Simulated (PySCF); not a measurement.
# C7H6ClNSi: the cost of one run

Computed with PySCF 2.14.0 and routines of our own; the level stands in each step. Atoms count from 0.

## Step 1: The system as given

16 atoms, charge 0, multiplicity 1; geometry from: GFN2-xTB.

## Step 2: Magnetic properties: GIAO PBE/pcSseg-1

What the job is given:

```
{"job": {"kind": "mag", "xc": "PBE", "basis": "pcSseg-1", "isotopologues": 0}, "charge": 0, "multiplicity": 1}
N     -2.862321     2.195160    -0.439273
C     -2.633600     1.097796    -0.203946
Si    -2.229514    -0.686282     0.187045
C     -0.362782    -0.703907     0.293364
C      0.633886    -1.350364    -0.323802
C      1.727526    -0.556229     0.342593
Cl     3.034127    -1.425890     1.132111
C      2.033729     0.780536    -0.296641
C      1.044697     1.411851     0.331355
C      0.585418     0.189953     1.090490
H     -2.731848    -1.507438    -0.912467
H     -2.841532    -0.978852     1.485106
H      0.689729    -2.129193    -1.060200
H      2.774970     1.046519    -1.024473
H      0.632387     2.400985     0.289058
H      0.497529     0.224302     2.168202
```

Level: GIAO PBE/pcSseg-1 magnetisability, rotational g tensor and spin-rotation constants, non-relativistic, gas phase.

Run with:

```console
> OMP_NUM_THREADS=1 python excited_run.py task.json out
```

One launch serves the whole session: the jobs run in the order shown.

Q: Estimate the wall time and peak memory of this first job on 1 thread of Intel Xeon Platinum 8259CL at 2.50GHz, shared host.

About 2.2 min, with a peak of 0.82 GiB.
